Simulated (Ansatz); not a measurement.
# C2H9AlOS: up Jacob's ladder to CCSD(T)

The task here is to estimate one member of a computed series from the others.

Computed with Ansatz 0.2.0, Gaussian basis. Level: functionals in def2-TZVPP, the program's frozen cores in correlated methods.

Levels to be run: LDA (SPW92), PBE-D4, revPBE-D4, BLYP-D4, r2SCAN-D4, B97M-V, PBE0-D4, B3LYP-D4, r2SCANh-D4, r2SCAN0-D4, HSE06-D4, BHLYP-D4, CAM-B3LYP-D4, LC-ωPBE, ωB97X-V, ωB97M-V, B2PLYP, PBE-QIDH; CCSD(T)/def2-SVP; CCSD(T)/def2-TZVPP; MP2/def2-QZVPP; extrapolation to the limit; RPA on PBE.

### The geometry

An earlier PBE0-D4 in a triple-zeta def2 set relaxation fixed the geometry.

SMILES `[CH3][Al-]([CH3])([OH])[SH2+]`, 14 atoms, charge 0, spin multiplicity 1.

Atoms are counted from 1 here; the program's logs count them from 0.

Bond lengths: C1–Al2 1.963 Å, C1–H6 1.096 Å, C1–H7 1.095 Å, C1–H8 1.095 Å, Al2–C3 1.960 Å, Al2–O4 1.726 Å, Al2–S5 2.625 Å, C3–H9 1.094 Å, C3–H10 1.096 Å, C3–H11 1.095 Å, O4–H12 0.955 Å, S5–H13 1.343 Å, S5–H14 1.344 Å. Angles: Al2–C1–H6 111.0°, Al2–C1–H7 111.9°, Al2–C1–H8 112.8°, H6–C1–H7 106.5°, H6–C1–H8 106.9°, H7–C1–H8 107.4°, C1–Al2–C3 121.9°, C1–Al2–O4 119.3°, C1–Al2–S5 100.2°, C3–Al2–O4 114.5°, C3–Al2–S5 98.6°, O4–Al2–S5 91.5°, Al2–C3–H9 112.2°, Al2–C3–H10 110.6°, Al2–C3–H11 112.7°, H9–C3–H10 106.6°, H9–C3–H11 107.9°, H10–C3–H11 106.6° and more.

Set-up of the first run:

File in.yaml:

```yaml
crystal:
  periodic: [false, false, false]
  atoms:
    - {symbol: C, position_ang: [-1.932951, 0.510269, 0.205984]}
    - {symbol: Al, position_ang: [-0.151361, -0.299910, 0.352595]}
    - {symbol: C, position_ang: [1.412273, 0.733174, 0.925429]}
    - {symbol: O, position_ang: [-0.016340, -2.002642, 0.603856]}
    - {symbol: S, position_ang: [0.456217, -0.554983, -2.188657]}
    - {symbol: H, position_ang: [-2.373507, 0.670757, 1.196363]}
    - {symbol: H, position_ang: [-1.897703, 1.490523, -0.281228]}
    - {symbol: H, position_ang: [-2.635764, -0.110362, -0.358764]}
    - {symbol: H, position_ang: [2.349342, 0.192968, 0.758273]}
    - {symbol: H, position_ang: [1.360453, 0.945981, 1.999004]}
    - {symbol: H, position_ang: [1.487284, 1.700963, 0.418531]}
    - {symbol: H, position_ang: [-0.789401, -2.562602, 0.640876]}
    - {symbol: H, position_ang: [1.526660, -1.295698, -1.858032]}
    - {symbol: H, position_ang: [1.191898, 0.552360, -2.385428]}
basis:
  gaussian: {orbitals: def2-TZVPP}
hamiltonian: {xc: lda}
output: {orbitals: {seedname: orbitals}}
```

Launch:

```
> ansatz run in.yaml --threads 4 --pin off --events-out ev --progress --plain --max-ram 10444MiB
```

Among the steps run: LDA; PBE-D4 (GGA); revPBE-D4 (GGA); BLYP-D4 (GGA); r2SCAN-D4 (meta-GGA); B97M-V (meta-GGA); B3LYP-D4 (hybrid); r2SCANh-D4 (hybrid); r2SCAN0-D4 (hybrid); HSE06-D4 (hybrid); BHLYP-D4 (hybrid); CAM-B3LYP-D4 (range-separated); LC-ωPBE (range-separated); ωB97X-V (range-separated); ωB97M-V (range-separated); B2PLYP (double hybrid); PBE-QIDH (double hybrid).

One of the session's tables, all rows but one given; the rest of the session is left out.

It belongs to the step «Frontier levels by functional». 

```
  functional  HOMO (eV)  gap (eV)
 LDA (SPW92)      -5.98      4.57
      PBE-D4      -5.85      4.53
   revPBE-D4      -5.79      4.52
     BLYP-D4      -5.73      4.49
   r2SCAN-D4      -6.11      5.07
      B97M-V      -6.19      5.06
     PBE0-D4      -7.14      6.83
    B3LYP-D4      -6.93      6.33
  r2SCANh-D4      -6.60      5.92
  r2SCAN0-D4      -7.33      7.19
    HSE06-D4      -6.74      6.05
    BHLYP-D4          ?         ?
CAM-B3LYP-D4      -8.54      9.32
     LC-ωPBE      -9.91     11.97
     ωB97X-V      -9.54     11.42
     ωB97M-V      -9.40     10.94
```

Estimate the missing values for BHLYP-D4.

Worked estimate for «HOMO (eV)». Against the share of exact exchange, BLYP-D4 (0, -5.73), B3LYP-D4 (0.2, -6.93) give a slope of -6.00 per unit share; at 0.5 the line stands at -8.73.

As computed: HOMO (eV): -8.36; gap (eV): 9.02. In «HOMO (eV)» the line misses by -0.37.
